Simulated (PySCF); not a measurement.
# CH₈B₂GaN: electronic excitations and core binding energies

Wanted: the electronic excitations and core binding energies of CH₈B₂GaN (`B[N](B)[GaH][CH3]`), by calculation.

Computed with PySCF 2.14.0, with density-fitted response routines of our own, on a single molecule in the gas phase. Atoms are numbered from 0 throughout.

### Step 1. The molecule as given

13 atoms, charge 0, multiplicity 1; geometry from: GFN2-xTB.

Bonds of the start (Å): B0–N1 1.42, N1–B2 1.42, N1–Ga3 1.94, Ga3–C4 2.04, B0–H5 1.18, B0–H6 1.17, B2–H7 1.18, B2–H8 1.17, Ga3–H9 1.59, C4–H10 1.09, C4–H11 1.09, C4–H12 1.09.

### Step 2. Ultraviolet spectrum: CAM-B3LYP/def2-SVPD

What the job is given:

```
{"job": {"kind": "uv", "xc": "CAM-B3LYP", "basis": "def2-SVPD", "nstates": 8, "ntriplets": 3}, "charge": 0, "multiplicity": 1}
B     -1.992350     0.652551     1.087245
N     -1.030070     0.191714     0.154045
B     -1.338066    -0.236384    -1.160164
Ga     0.826350     0.151251     0.725769
C      2.344235    -0.479089    -0.475641
H     -1.615416     0.983778     2.158262
H     -3.127636     0.702339     0.802222
H     -0.452183    -0.592308    -1.856667
H     -2.442973    -0.240460    -1.551238
H      0.940727     0.665933     2.222883
H      3.309825    -0.378787     0.025788
H      2.368357     0.107374    -1.397891
H      2.204813    -1.527423    -0.752342
```

Level: TDDFT CAM-B3LYP/def2-SVPD, vertical, gas phase, core orbitals frozen in the response.

Run with:

```console
OMP_NUM_THREADS=1 python probes_run.py task.json out
```

This one command runs all jobs of the session in turn.

Output:

```text
coarse grid: 47856 points
cycle   1  E = -2071.8771971601  dE = -3.823e-01  |g| = 6.371e-01  |ddm| = 5.242e+00
cycle   2  E = -2071.8557205158  dE =  2.148e-02  |g| = 7.725e-01  |ddm| = 2.308e+00
cycle   3  E = -2071.9500363860  dE = -9.432e-02  |g| = 5.719e-02  |ddm| = 1.335e+00
cycle   4  E = -2071.9505175147  dE = -4.811e-04  |g| = 4.540e-02  |ddm| = 1.846e-01
cycle   5  E = -2071.9509459174  dE = -4.284e-04  |g| = 4.331e-03  |ddm| = 5.257e-02
cycle   6  E = -2071.9509507553  dE = -4.838e-06  |g| = 1.517e-03  |ddm| = 1.028e-02
final grid: 100888 points
cycle   7  E = -2071.9509499087  dE = -1.228e-07  |g| = 1.506e-03  |ddm| = 4.973e-03
cycle   8  E = -2071.9509498360  dE =  7.269e-08  |g| = 1.643e-03  |ddm| = 3.836e-03
cycle   9  E = -2071.9509503955  dE = -5.596e-07  |g| = 1.439e-04  |ddm| = 1.912e-03
cycle  10  E = -2071.9509504002  dE = -4.633e-09  |g| = 2.442e-05  |ddm| = 1.718e-04
cycle  11  E = -2071.9509504004  dE = -1.937e-10  |g| = 8.189e-06  |ddm| = 7.774e-05
converged SCF energy = -2071.9509504004

Static polarisability (au): isotropic 77.295, principal 54.732 82.543 94.611

Singlet excitations
state   eV       nm        f      main configurations
  1   5.4374    228.0   0.00079   H->L+1 0.59, H-1->L 0.26, H-1->L+1 0.08
  2   5.4805    226.2   0.00006   H->L 0.42, H-1->L 0.41
  3   5.7082    217.2   0.00648   H->L 0.46, H-1->L 0.26, H->L+1 0.18
  4   6.1076    203.0   0.00274   H-2->L+1 0.49, H-1->L+1 0.28
  5   7.0327    176.3   0.00684   H-2->L 0.44, H-1->L+1 0.34
  6   7.0563    175.7   0.05758   H-3->L 0.84
  7   7.1112    174.4   0.00341   H-2->L 0.38, H-2->L+1 0.26, H-1->L+1 0.15
  8   7.1957    172.3   0.08809   H-3->L+1 0.77, H->L+2 0.16

Triplet excitations (Tamm-Dancoff, eV): 5.0518 5.1502 5.3723
```

Wall time 52 s (1 thread of Arm Neoverse N1, shared host); peak memory 0.84 GiB.

The orbitals next to the gap, with their largest atomic shares:

```
orbital      eV                       atoms
 HOMO−3  -10.78   N1 60 %, B2 15 %, B0 15 %
 HOMO−2  -10.49   B0 22 %, B2 19 %, H5 13 %
 HOMO−1   -9.63  Ga3 26 %, H9 24 %, C4 16 %
   HOMO   -9.48   N1 24 %, C4 16 %, B0 14 %
   LUMO   -0.48   Ga3 57 %, H9 10 %, C4 9 %
 LUMO+1   -0.11   B0 32 %, B2 26 %, N1 14 %
 LUMO+2    0.56   Ga3 56 %, C4 11 %, B2 7 %
```

With each of the 8 states as a Gaussian band of 0.4 eV half-width at 1/e, the curve within the window shown has maxima at 215 nm (ε 330), 173 nm (ε 6,100) L/(mol cm). Beyond the last state computed it falls off for lack of states. The curve at chosen wavelengths:

| nm | ε (L/mol/cm) |
| --- | --- |
| 165 | 2857 |
| 169 | 5033 |
| 172 | 6016 |
| 176 | 5723 |
| 179 | 4552 |
| 183 | 2682 |
| 187 | 1276 |
| 190 | 666 |
| 194 | 296 |
| 197 | 209 |
| 201 | 207 |
| 205 | 250 |
| 208 | 286 |
| 212 | 320 |
| 215 | 328 |
| 219 | 313 |
| 223 | 272 |
| 226 | 231 |
| 230 | 172 |
| 233 | 131 |
| 237 | 86 |
| 241 | 53 |
| 244 | 36 |
| 248 | 20 |
| 251 | 13 |
| 255 | 7 |

Further results of this job:

```
           property  computed
  dipole moment (D)      2.04
polarisability (Å³)     11.45
 HOMO–LUMO gap (eV)      9.00
      −ε(HOMO) (eV)      9.48
```

### Step 3. X-ray photoelectron lines: SCAN, X2C

The job, as its differences from that of step 2:

```diff
@@ -1,2 +1,2 @@
-{"job": {"kind": "uv", "xc": "CAM-B3LYP", "basis": "def2-SVPD", "nstates": 8, "ntriplets": 3}, "charge": 0, "multiplicity": 1}
+{"job": {"kind": "xps"}, "charge": 0, "multiplicity": 1}
 B     -1.992350     0.652551     1.087245
```

Method: delta-SCF UKS SCAN, pcX-2 on the ionised atom, pcseg-1 elsewhere, spin-free X2C.

Output:

```text
ground state, core basis on atom 0 (B), 154 functions
  cycle   1  E = -2086.97962828  |g| = 5.81e-01
  cycle   2  E = -2086.81944097  |g| = 9.57e-01
  cycle   3  E = -2087.06315305  |g| = 1.69e-01
  cycle   4  E = -2087.06979724  |g| = 5.10e-02
  cycle   5  E = -2087.07051811  |g| = 1.23e-02
  cycle   6  E = -2087.07056983  |g| = 4.13e-03
  cycle   7  E = -2087.07057546  |g| = 1.05e-03
  cycle   8  E = -2087.07057355  |g| = 2.59e-04
  E(ground) = -2087.33586662 Eh
hole in B 1s of atom 0
  cycle   1  E = -2079.46983692  |g| = 1.16e+00
  cycle   2  E = -2077.52757235  |g| = 1.87e+00
  cycle   3  E = -2079.61693490  |g| = 6.31e-01
  cycle   4  E = -2079.83244822  |g| = 3.10e-01
  cycle   5  E = -2079.84791871  |g| = 2.59e-01
  cycle   6  E = -2079.88080999  |g| = 5.39e-02
  cycle   7  E = -2079.88243558  |g| = 1.82e-02
  cycle   8  E = -2079.88266725  |g| = 8.12e-03
  cycle   9  E = -2079.88275121  |g| = 3.97e-03
  cycle  10  E = -2079.88278100  |g| = 2.80e-03
  cycle  11  E = -2079.88280809  |g| = 1.25e-03
  cycle  12  E = -2079.88281056  |g| = 5.84e-04
  cycle  13  E = -2079.88281201  |g| = 1.77e-04
  E(ion) = -2080.14788878 Eh   <S^2> = 0.8184   hole on atom = 1.000   binding energy = 195.595 eV
ground state, core basis on atom 1 (N), 154 functions
  cycle   1  E = -2087.09012178  |g| = 7.17e-02
  cycle   2  E = -2087.09012180  |g| = 1.05e-02
  cycle   3  E = -2087.09006167  |g| = 1.89e-02
  cycle   4  E = -2087.09014594  |g| = 2.97e-03
  cycle   5  E = -2087.09014934  |g| = 3.59e-04
  E(ground) = -2087.35266339 Eh
hole in N 1s of atom 1
  cycle   1  E = -2071.51088156  |g| = 1.87e+00
  cycle   2  E = -2070.70917427  |g| = 2.17e+00
  cycle   3  E = -2072.17508582  |g| = 4.28e-01
  cycle   4  E = -2072.22750123  |g| = 1.73e-01
  cycle   5  E = -2072.24133807  |g| = 7.20e-02
  cycle   6  E = -2072.24438017  |g| = 1.06e-02
  cycle   7  E = -2072.24444108  |g| = 3.39e-03
  cycle   8  E = -2072.24444977  |g| = 1.02e-03
  cycle   9  E = -2072.24444803  |g| = 3.57e-04
  E(ion) = -2072.50508579 Eh   <S^2> = 0.7677   hole on atom = 1.000   binding energy = 404.023 eV
ground state, core basis on atom 4 (C), 154 functions
  cycle   1  E = -2087.07766785  |g| = 5.88e-02
  cycle   2  E = -2087.07745173  |g| = 3.71e-02
  cycle   3  E = -2087.07746378  |g| = 3.63e-02
  cycle   4  E = -2087.07777129  |g| = 5.61e-03
  cycle   5  E = -2087.07778082  |g| = 8.18e-04
  cycle   6  E = -2087.07778036  |g| = 9.40e-05
  E(ground) = -2087.34157177 Eh
hole in C 1s of atom 4
  cycle   1  E = -2075.83223786  |g| = 1.50e+00
  cycle   2  E = -2075.10442746  |g| = 1.81e+00
  cycle   3  E = -2076.35047162  |g| = 3.56e-01
  cycle   4  E = -2076.36603164  |g| = 2.98e-01
  cycle   5  E = -2076.41054596  |g| = 7.85e-02
  cycle   6  E = -2076.41319193  |g| = 2.23e-02
  cycle   7  E = -2076.41346584  |g| = 5.30e-03
  cycle   8  E = -2076.41348974  |g| = 1.37e-03
  cycle   9  E = -2076.41348957  |g| = 7.08e-04
  cycle  10  E = -2076.41349135  |g| = 2.99e-04
  E(ion) = -2076.67653354 Eh   <S^2> = 0.7690   hole on atom = 1.000   binding energy = 290.210 eV
```

Wall time 60 s (1 thread of Arm Neoverse N1, shared host); peak memory 0.63 GiB.

Binding energies by hole, beside the orbital energy of the ground state; the difference holds orbital relaxation and, for a density functional, its self-interaction error:

```
     hole  stands for                 environment  ΔSCF (eV)  −ε (eV)   ⟨S²⟩
B1s on B0      B0, B2      boron bonded to N, 2 H     195.59    179.9  0.818
N1s on N1          N1  nitrogen bonded to 2 B, Ga     404.02    385.8  0.768
C1s on C4          C4  methyl carbon bonded to Ga     290.21    273.7  0.769
```

Each hole run stands for the others of its class of like atoms.

### Step 4. Outcome

```
                                quantity                        value
    lowest singlet (CAM-B3LYP/def2-SVPD)  5.44 eV (228 nm), f = 0.001
brightest single state of those computed  state 8, 7.20 eV, f = 0.088
                          lowest triplet                      5.05 eV
        B1s binding energies, SCAN/pcX-2                 B0 195.59 eV
        N1s binding energies, SCAN/pcX-2                 N1 404.02 eV
        C1s binding energies, SCAN/pcX-2                 C4 290.21 eV
```

In words: The lowest singlet, at 5.44 eV, is HOMO→LUMO+1 0.59, HOMO−1→LUMO 0.26 and is dark; of the 8 states computed, the strongest absorption comes from state 8 at 7.20 eV (the last computed, so partners may be missing). The lowest triplet lies 0.39 eV below the lowest singlet (triplets in Tamm-Dancoff, singlets in full TDDFT).
